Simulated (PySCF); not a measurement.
The system is PGaH6, in a box.

```xyz
8
Lattice="14.0000 0.0000 0.0000 0.0000 12.0000 0.0000 0.0000 0.0000 13.0000" Properties=species:S:1:pos:R:3 pbc="T T T"
P     6.3605    6.0443    5.6192
Ga    7.6308    5.9867    7.7972
H     4.9526    6.1208    5.6466
H     6.4865    4.9661    4.7192
H     6.6020    7.0951    4.7101
H     7.1225    7.3748    8.3446
H     9.0734    5.9057    7.1668
H     6.9755    4.6673    8.3579
```

Base run:

- Program: PySCF 2.14.0
- Functional: r2SCANh
- Potentials or basis: pob-tzvp-rev2 (all-electron)
- k mesh: 1 × 1 × 1
- Occupations: fixed
- Spin: no spin polarisation

Its results: gap between the frontier levels 7.26 eV.

Problem. After a change of settings the same cell gave: gap between the frontier levels 10.52 eV. Which change was it?
A. functional from r2SCANh to SCAN
B. functional from r2SCANh to r2SCAN50
C. functional from r2SCANh to revPBE; dispersion from none to D3(BJ)

Solution. B.

Caveats: this is a molecule in a periodic box at the Γ point, so its band gap is the HOMO-LUMO gap; relativity is left out, which matters for the heavier elements; the basis of atomic orbitals isn't converged, which shifts pressures, moduli and gaps; this basis is made for solids and lacks diffuse functions, so gaps of a molecule come out too wide by an eV or more.

Runs at the PBE level aren't shown here.
